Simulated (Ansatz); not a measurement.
# RhSe2 (fluorite): one cell, many starting occupations (series 2)

How far apart do the states of RhSe2 (fluorite) lie when only the starting occupations change? Cell and atoms stay fixed. The start comes from a prototype table, not from a measured structure.

Method: DFT r²SCAN without U, plane waves, PAW, in Ansatz 0.2.0.

### 1 The system as given

The structure is cubic, space group Fm-3m (No. 225). Conventional cell: a = 6.184 Å, b = 6.184 Å, c = 6.184 Å, α = 90.00°, β = 90.00°, γ = 90.00°. Rh (site symmetry m-3m) is surrounded by 8 Se at 2.68 Å. Around Se (site symmetry -43m) lie 4 Rh at 2.68 Å.

As a file:

```
Rh Se
1.0
     0.00000    3.09182    3.09182
     3.09182    0.00000    3.09182
     3.09182    3.09182    0.00000
Rh Se
1 2
Cartesian
  0.0000 0.0000 0.0000
  1.5459 1.5459 1.5459
  4.6377 4.6377 4.6377
```

Magnetic order typed: ferromagnetic.

The runs: from atoms, default search; random orbitals: single harmonics, second filling; random orbitals: fully mixed, first filling; random orbitals: fully mixed, one electron fewer; random orbitals: drawn by pairs, second filling.

An earlier series on this cell reached its lowest free state from «from atoms, symmetry kept, no search», perhaps among other starts (it ended without moments).

### 2 From atoms, default search

input.yaml

```yaml
crystal:
  lattice:
    - [0.0, 3.09182186, 3.09182186]
    - [3.09182186, 0.0, 3.09182186]
    - [3.09182186, 3.09182186, 0.0]
  atoms:
    - { symbol: Rh, position: [0.0, 0.0, 0.0], spin: 5.0 }
    - { symbol: Se, position: [0.25, 0.25, 0.25] }
    - { symbol: Se, position: [0.75, 0.75, 0.75] }
basis:
  ecutwfc: 500
  ecutrho_ratio: 4
kpoints:
  mp_grid: { grid: [5, 5, 5] }
hamiltonian:
  xc: r2scan
scf:
  occupations: { method: gaussian, width: 0.05 }
output:
  forces: true
  stress: true
  eigenvalues: true
  populations: true
  hubbard: { sites: [{ site: 0, l: d }] }
  write_density: true
  write_potential: true
  elf: true
  volumetric_format: npy
magnetization:
  spin_polarized: true
```

Run with:

```
ansatz run input.yaml --threads 4 --pin off --max-ram 6144MiB --backend cpu --events-out ev --progress --plain --runs-dir out
```

Log (excerpt; [...] marks lines left out):

```text
Warning: where an SCF of this run starts from atoms to list the orders of its open shells, Rh (site 0, from 0) starts with 2.00 μB on its 4d shell and 1.00 μB on its 5s shell, in the place of the 5.00 μB that the deck gives it: its open shells can hold no more by Hund's first rule. To [...]
Warning: RAYON_NUM_THREADS=4 ignored (pool sized by the plan → 4); use --threads N
[...]
Pseudopotentials: kind: paw
Pseudopotential: Rh, paw, valence charge 17, recommended cutoff 500 eV (meta_gga), Rh.paw.azcp
Pseudopotential: Se, paw, valence charge 16, recommended cutoff 500 eV (meta_gga), Se.paw.azcp
Functional definition: r2SCAN
[...]
Crystal: 3 atoms, lattice volume = 59.112 Å³
Basis set: ecut = 500 eV, 1459 PW (Γ), exchange–correlation on 128×128×128 points (64 copies of the dense FFT grid, shifted against one another)
Bands: 33, of which v1, the nominal top of the filled ones, is band 25 counted from 1 (24 counted from 0)
Symmetry: 48 space group operations
Space group: Fm-3m (ITA 225), of the structure as read, at distance tolerance 3.9e-5 Å
Magnetic group: BNS 225.116 (UNI 1618), of the structure as read, at distance tolerance 3.9e-5 Å
k-points: 10 of 125
[...]
Starting moments: Σ|m| = 5 μB on 1 of 3 sites
[...]
SCF iter   1: F=—  HF=-17371.256504 eV  |F-HF|=—  |Δ(HF+E_count)|=         —  Δρ=5.38e-2 (↑5.38e-2 ↓3.79e-2)  dr2=2.32e0  dr2_τ=5.51e-2  dr2_m=5.33e-1  M=0.923 μB ∫|m|=1.360 μB  β_m=0.43  ethr=2.48e-3  ⟨swp⟩=1.7  Hψ=3558  notcnv=0
[...]
SCF converged after 20 iterations
Magnetization: 0.0012 μB (24.5006 up, 24.4994 down)
Absolute magnetization: 0.0013 μB (∫|ρ↑−ρ↓|, with the PAW one-centre terms)
Spin contamination: 0.0000 ħ² per cell (⟨S²⟩ above its minimum at these occupations)
Per-site moments (μB) at R_I (Å): [(0.0008274751235783117, 1.1045084633286222), (0.00011643621879812097, 1.1045084633286224), (0.00011643621879830324, 1.1045084633286222)]
Free energy (F): -17372.026370 eV
[...]
E sigma→0 (E₀):  -17372.024306 eV
Entropy (-TS):   -0.004128 eV (-1.376 meV/atom)
Fermi energy:    12.782748 eV
[...]
--- Forces (eV/Å), atoms counted from 1 ---
  atom   1  Rh    -0.00000000     0.00000000     0.00000000
  atom   2  Se     0.00000000     0.00000000    -0.00000000
  atom   3  Se     0.00000000     0.00000000    -0.00000000
[...]
--- Stress (GPa, compression-positive) ---
       -4.042300       0.000000       0.000000
        0.000000      -4.042300       0.000000
        0.000000       0.000000      -4.042300
  P = ⅓ Tr σ = -4.0423 GPa (-40.423 kbar)
--- Band table (eV; the first three rows and the last of 20) ---
[...]
--- Löwdin populations: 3 sites ---
  site symbol       q [e]    m [muB]
     0     Rh     16.7353     0.0008
     1     Se     16.0418     0.0002
     2     Se     16.0418     0.0002
  spilling = 0.003695 (of n_electrons = 49.000000)
--- Occupation matrices: 1 shell (Löwdin-built; ε = 2.00e-2, provisional) ---
  Rh0 d_4D: site group Oh (m-3m)
  Rh0 d_4D up     Tr n = 4.1160  λ = 0.729 0.729 0.729 0.964 0.964  [3× xz 0.33 (T2g 1.00) T2g(1.00) | 2× z2 0.50 (Eg 1.00) Eg(1.00)]
  Rh0 d_4D dn     Tr n = 4.1152  λ = 0.729 0.729 0.729 0.964 0.964  [3× xz 0.33 (T2g 1.00) T2g(1.00) | 2× z2 0.50 (Eg 1.00) Eg(1.00)]
  Tr n, λ and their labels are of the run-group-symmetrised matrices; stabiliser: 96 of 96 elements of G0×{1,Θ} (closed), max defect 6.3e-4 at τ = 4.2e-3
```

Run time: 4.6 s. Hardware: 4 threads of Arm Neoverse V1, shared host; peak memory 0.51 GiB.

Result: no gap, pressure -4.0 GPa, no moment over 0.05 μB in any sphere, largest force component 0.00 eV/Å, 48 symmetry operations imposed.

How the shells are filled (orbitals counted by the eigenvalues of the occupation matrices):

```csv
shell,channel,electrons,over 0.8,0.2 to 0.8,under 0.2
Rh 4d (atom 1),up,4.12,2,3,0
Rh 4d (atom 1),down,4.12,2,3,0
```

The maps below are laid out on this run's own conventional cell (a, b, c = 6.184, 6.184, 6.184 Å).

Density in a lattice plane of the grid's cell (edges 6.18 and 6.18 Å, at 0.250 of the third edge), which holds Se.

Ten even steps from ' ' (0.11 e/Å³) to '@' (37.75 e/Å³):
```
                                                
                                                
                                                
          --++--                  --++--        
        ..**@@**..              ..**@@**..      
          --++--                  --++--        
                                                
                                                
                                                
                                                
                                                
                                                
                                                
          --++--                  --++--        
        ..**@@**..              ..**@@**..      
          --++--                  --++--        
                                                
                                                
                                                
                                                
```
Columns run along the first of these edges and rows up along the second, over one cell in 24 and 20 even steps from the bottom left corner. Atoms in the plane (fractional): Se at (0.25, 0.25), Se at (0.75, 0.75), Se at (0.25, 0.75), Se at (0.75, 0.25).

ELF in the same plane.

Ten even steps from ' ' (0.12) to '@' (0.77):
```
    ..::--======--::..      ..::--======--::..  
  ..==##%%@@@@@@%%##==..  ..==##%%@@@@@@%%##==..
  ::**@@@@@@%%@@@@@@**::  ::**@@@@@@%%@@@@@@**::
  --##@@%%++--++%%@@##--  --##@@%%++--++%%@@##--
  --%%@@##::  ::##@@%%--  --%%@@##::  ::##@@%%--
  --##@@%%++--++%%@@##--  --##@@%%++--++%%@@##--
  ::**@@@@@@%%@@@@@@**::  ::**@@@@@@%%@@@@@@**::
  ..==##%%@@@@@@%%##==..  ..==##%%@@@@@@%%##==..
    ..::--======--::..      ..::--======--::..  
                                                
    ..::--======--::..      ..::--======--::..  
  ..==##%%@@@@@@%%##==..  ..==##%%@@@@@@%%##==..
  ::**@@@@@@%%@@@@@@**::  ::**@@@@@@%%@@@@@@**::
  --##@@%%++--++%%@@##--  --##@@%%++--++%%@@##--
  --%%@@##::  ::##@@%%--  --%%@@##::  ::##@@%%--
  --##@@%%++--++%%@@##--  --##@@%%++--++%%@@##--
  ::**@@@@@@%%@@@@@@**::  ::**@@@@@@%%@@@@@@**::
  ..==##%%@@@@@@%%##==..  ..==##%%@@@@@@%%##==..
    ..::--======--::..      ..::--======--::..  
                                                
```
Columns run along the first of these edges and rows up along the second, over one cell in 24 and 20 even steps from the bottom left corner. Atoms in the plane (fractional): Se at (0.25, 0.25), Se at (0.75, 0.75), Se at (0.25, 0.75), Se at (0.75, 0.25).

Both are smooth fields of the valence electrons: close to the nuclei they are not physical.

The highest ELF values outside the cores: 0.80 in the shell around Se, 0.8 Å from Se.

ELF in the plane through atom 1 (Rh) and two of its nearest Se neighbours, 7.2 Å on a side, that atom in the middle and its first bond to the right.

Ten even steps from ' ' (0.01) to '@' (0.80):
```
::::::::..::==**######++--..::----::..    ....::==
####**--::==##@@@@@@@@@@##--..              ::++%%
@@@@##==::**@@@@**--++%%%%**::              --**@@
@@@@##==::**@@@@==::==%%@@**--            ..--##%%
%%##++::::++%%@@%%##@@@@%%++::              ..++%%
--::::::::::==##%%@@@@%%**--....      ........::==
--==**##**==::::==++==--::::::......--++****++--::
##@@@@@@@@%%**--::::::==++**==::::==##%%@@@@@@%%++
%%@@##**##@@@@**----**%%@@@@##----**@@@@##**##@@%%
%%%%==::--%%@@##----##@@@@@@##----##@@%%--::==%%%%
%%@@##**##@@@@**----##@@@@%%**----**@@@@##**##@@%%
++%%@@@@@@%%##==::::==**++==::::::--**%%@@@@@@@@##
::--++****++--......::::::--==++==::::==**##**==--
==::........      ....--**%%@@@@%%##==::::::::::--
%%++..              ::++%%@@@@##%%@@%%++::::++##%%
%%##--..            --**@@%%==::==@@@@**::==##@@@@
@@**--              ::**%%%%++--**@@@@**::==##@@@@
%%++::              ..--##@@@@@@@@@@##==::--**####
==::....    ..::----::..--++######**==::..::::::::
```
Atoms in the plane (Å from the middle): Se (2.7, 0.0), Se (-0.9, 2.5), Rh (3.6, -2.5), Se (0.9, -2.5), Rh (0.0, 0.0), Se (-2.7, 0.0), Rh (-3.6, 2.5).

### 3 Random orbitals: single harmonics, second filling

input.yaml

```yaml
crystal:
  lattice:
    - [0.0, 3.09182186, 3.09182186]
    - [3.09182186, 0.0, 3.09182186]
    - [3.09182186, 3.09182186, 0.0]
  atoms:
    - { symbol: Rh, position: [0.0, 0.0, 0.0], spin: 1.0 }
    - { symbol: Se, position: [0.25, 0.25, 0.25] }
    - { symbol: Se, position: [0.75, 0.75, 0.75] }
basis:
  ecutwfc: 500
  ecutrho_ratio: 4
kpoints:
  mp_grid: { grid: [5, 5, 5] }
hamiltonian:
  xc: r2scan
  hubbard:
    sites:
      - { site: 0, l: d, u_eff: 0.0, starting_ns: [{ spin: up, occupation_matrix: s0up }, { spin: down, occupation_matrix: s0down }] }
    occupation_matrices:
      s0up:
        matrix:
          - [0.97, 0.0, 0.0, 0.0, 0.0]
          - [0.0, 0.97, 0.0, 0.0, 0.0]
          - [0.0, 0.0, 0.02, 0.0, 0.0]
          - [0.0, 0.0, 0.0, 0.02, 0.0]
          - [0.0, 0.0, 0.0, 0.0, 0.97]
      s0down:
        matrix:
          - [0.97, 0.0, 0.0, 0.0, 0.0]
          - [0.0, 0.02, 0.0, 0.0, 0.0]
          - [0.0, 0.0, 0.02, 0.0, 0.0]
          - [0.0, 0.0, 0.0, 0.02, 0.0]
          - [0.0, 0.0, 0.0, 0.0, 0.97]
    ns_hold: { iters: 12 }
scf:
  occupations: { method: gaussian, width: 0.05 }
  lower_state_search: "off"
  max_iter: 150
output:
  forces: true
  stress: true
  eigenvalues: true
  populations: true
  hubbard: { sites: [{ site: 0, l: d }] }
magnetization:
  spin_polarized: true
```

The typed matrices put 0.97 on the chosen orbitals and 0.02 on the others, and are held for 12 cycles.

Run with:

```
ansatz run input.yaml --threads 4 --pin off --max-ram 6144MiB --backend cpu --events-out ev --progress --plain --runs-dir out
```

Log (excerpt; [...] marks lines left out):

```text
Warning: crystal.symmetry: narrowed to the stabiliser of the occupation matrices — unitary ops 48 → 8; lowered by the specified shell (site 0, l: d); largest admitted image defect 4.4e-16, smallest excluded 9.5e-1 — at a splitting's scale: the group the occupation matrices' own texture admits
Warning: RAYON_NUM_THREADS=4 ignored (pool sized by the plan → 4); use --threads N
Rh: projections on atomic orbitals take those of the free atom [Ar 3d10] 4s2 4p6 4d8 5s1, of charge +0.00 (hamiltonian.pseudopotentials.projection_atoms); the dataset's partial waves leave at most 8.9e-6 of an orbital's norm unspanned inside its sphere
Se: projections on atomic orbitals take those of the free atom [Ar] 3d10 4s2 4p4, of charge +0.00 (hamiltonian.pseudopotentials.projection_atoms); the dataset's partial waves leave at most 2.3e-6 of an orbital's norm unspanned inside its sphere
[...]
Pseudopotentials: kind: paw
Pseudopotential: Rh, paw, valence charge 17, recommended cutoff 500 eV (meta_gga), Rh.paw.azcp
Pseudopotential: Se, paw, valence charge 16, recommended cutoff 500 eV (meta_gga), Se.paw.azcp
Functional definition: r2SCAN
[...]
Crystal: 3 atoms, lattice volume = 59.112 Å³
[...]
WARN: hamiltonian.hubbard: on 2 of 2 specified blocks the occupation matrix of this SCF's result fails the test of the specified filling. At site 0 ↑ (sites count from 0 in the list of atoms of the cell that this SCF solves) the least filled combination of the orbitals specified full has [...]
--- Stress (GPa, compression-positive) ---
       -4.042136       0.000000       0.000000
        0.000000      -4.042113       0.000000
        0.000000       0.000000      -4.042129
  P = ⅓ Tr σ = -4.0421 GPa (-40.421 kbar)
--- Band table (eV; the first three rows and the last of 54) ---
[...]
Occupation matrices written to <dir>
--- Löwdin populations: 3 sites ---
  site symbol       q [e]    m [muB]
     0     Rh     16.7354     0.0149
     1     Se     16.0424     0.0036
     2     Se     16.0424     0.0036
  spilling = 0.003671 (of n_electrons = 49.000000)
--- Occupation matrices: 1 shell (run DFT+U table (all-electron-ortho-atomic); ε = 2.00e-2, provisional) ---
  Rh0 d_4D: site group Oh (m-3m)
  Rh0 d_4D up     Tr n = 4.1200  λ = 0.731 0.731 0.731 0.964 0.964  [3× xz 0.33 (T2g 1.00) T2g(1.00) | 2× z2 0.50 (Eg 1.00) Eg(1.00)]
  Rh0 d_4D dn     Tr n = 4.1050  λ = 0.726 0.726 0.726 0.963 0.963  [3× xz 0.33 (T2g 1.00) T2g(1.00) | 2× z2 0.50 (Eg 1.00) Eg(1.00)]
  specified occupation → Rh0 d_4D up: matrix, ‖Δ‖_F = 1.2290, Tr Δ = -1.1700, displaced = 1.0696, d_λ = 1.0334; orbital distance = 1.4142
  specified occupation → Rh0 d_4D dn: matrix, ‖Δ‖_F = 1.3952, Tr Δ = -2.1050, displaced = 1.3031, d_λ = 1.2231; orbital distance = 1.4142
  Tr n, λ and their labels are of the run-group-symmetrised matrices; stabiliser: 48 of 96 elements of G0×{1,Θ} (closed), max defect 6.9e-7 at τ = 4.2e-3
```

Wall time 22 s (4 threads of Arm Neoverse V1, shared host); peak memory 0.62 GiB.

It ends with no gap, pressure -4.0 GPa, no moment over 0.05 μB in any sphere, largest force component 0.00 eV/Å, 8 symmetry operations imposed. The program reports that the typed filling wasn't kept.

How the shells are filled (orbitals counted by the eigenvalues of the occupation matrices):

```csv
shell,channel,electrons,over 0.8,0.2 to 0.8,under 0.2
Rh 4d (atom 1),up,4.12,2,3,0
Rh 4d (atom 1),down,4.10,2,3,0
```

### 4 Random orbitals: fully mixed, first filling

input.yaml: that of step 3 with these lines changed.

```diff
@@ -6,3 +6,3 @@
   atoms:
-    - { symbol: Rh, position: [0.0, 0.0, 0.0], spin: 1.0 }
+    - { symbol: Rh, position: [0.0, 0.0, 0.0], spin: 5.0 }
     - { symbol: Se, position: [0.25, 0.25, 0.25] }
@@ -24,4 +24,4 @@
           - [0.0, 0.97, 0.0, 0.0, 0.0]
-          - [0.0, 0.0, 0.02, 0.0, 0.0]
-          - [0.0, 0.0, 0.0, 0.02, 0.0]
+          - [0.0, 0.0, 0.97, 0.0, 0.0]
+          - [0.0, 0.0, 0.0, 0.97, 0.0]
           - [0.0, 0.0, 0.0, 0.0, 0.97]
@@ -29,3 +29,3 @@
         matrix:
-          - [0.97, 0.0, 0.0, 0.0, 0.0]
+          - [0.02, 0.0, 0.0, 0.0, 0.0]
           - [0.0, 0.02, 0.0, 0.0, 0.0]
@@ -33,3 +33,3 @@
           - [0.0, 0.0, 0.0, 0.02, 0.0]
-          - [0.0, 0.0, 0.0, 0.0, 0.97]
+          - [0.0, 0.0, 0.0, 0.0, 0.02]
     ns_hold: { iters: 12 }
```

At this filling each channel is wholly full or empty, so no choice of orbitals remains. The typed matrices put 0.97 on the chosen orbitals and 0.02 on the others, and are held for 12 cycles.

Run with:

```
ansatz run input.yaml --threads 4 --pin off --max-ram 6144MiB --backend cpu --events-out ev --progress --plain --runs-dir out
```

Log (excerpt; [...] marks lines left out):

```text
Warning: RAYON_NUM_THREADS=4 ignored (pool sized by the plan → 4); use --threads N
Rh: projections on atomic orbitals take those of the free atom [Ar 3d10] 4s2 4p6 4d8 5s1, of charge +0.00 (hamiltonian.pseudopotentials.projection_atoms); the dataset's partial waves leave at most 8.9e-6 of an orbital's norm unspanned inside its sphere
Se: projections on atomic orbitals take those of the free atom [Ar] 3d10 4s2 4p4, of charge +0.00 (hamiltonian.pseudopotentials.projection_atoms); the dataset's partial waves leave at most 2.3e-6 of an orbital's norm unspanned inside its sphere
[...]
Pseudopotentials: kind: paw
Pseudopotential: Rh, paw, valence charge 17, recommended cutoff 500 eV (meta_gga), Rh.paw.azcp
Pseudopotential: Se, paw, valence charge 16, recommended cutoff 500 eV (meta_gga), Se.paw.azcp
Functional definition: r2SCAN
[...]
Crystal: 3 atoms, lattice volume = 59.112 Å³
[...]
Occupation matrices written to <dir>
--- Löwdin populations: 3 sites ---
  site symbol       q [e]    m [muB]
     0     Rh     16.7354     0.0142
     1     Se     16.0424     0.0034
     2     Se     16.0424     0.0034
  spilling = 0.003671 (of n_electrons = 49.000000)
--- Occupation matrices: 1 shell (run DFT+U table (all-electron-ortho-atomic); ε = 2.00e-2, provisional) ---
  Rh0 d_4D: site group Oh (m-3m)
  Rh0 d_4D up     Tr n = 4.1197  λ = 0.731 0.731 0.731 0.964 0.964  [3× xz 0.33 (T2g 1.00) T2g(1.00) | 2× z2 0.50 (Eg 1.00) Eg(1.00)]
  Rh0 d_4D dn     Tr n = 4.1054  λ = 0.726 0.726 0.726 0.963 0.963  [3× xz 0.33 (T2g 1.00) T2g(1.00) | 2× z2 0.50 (Eg 1.00) Eg(1.00)]
  specified occupation → Rh0 d_4D up: matrix, ‖Δ‖_F = 0.4145, Tr Δ = +0.7303, displaced = 0.3652, d_λ = 0.4145; orbital distance = 0.0000
  specified occupation → Rh0 d_4D dn: matrix, ‖Δ‖_F = 1.8100, Tr Δ = -4.0054, displaced = 2.0027, d_λ = 1.8100; orbital distance = 0.0000
  Tr n, λ and their labels are of the run-group-symmetrised matrices; stabiliser: 48 of 96 elements of G0×{1,Θ} (closed), max defect 2.8e-15 at τ = 4.2e-3
```

It took 9.3 s on 4 threads of Arm Neoverse V1, shared host; peak memory 0.53 GiB.

It ends with no gap, pressure -4.0 GPa, no moment over 0.05 μB in any sphere, largest force component 0.00 eV/Å, 48 symmetry operations imposed. The program reports that the typed filling wasn't kept.

The shells' filling, with natural orbitals sorted by occupation:

```csv
shell,channel,electrons,over 0.8,0.2 to 0.8,under 0.2
Rh 4d (atom 1),up,4.12,2,3,0
Rh 4d (atom 1),down,4.11,2,3,0
```

[end of part 1 of 2]
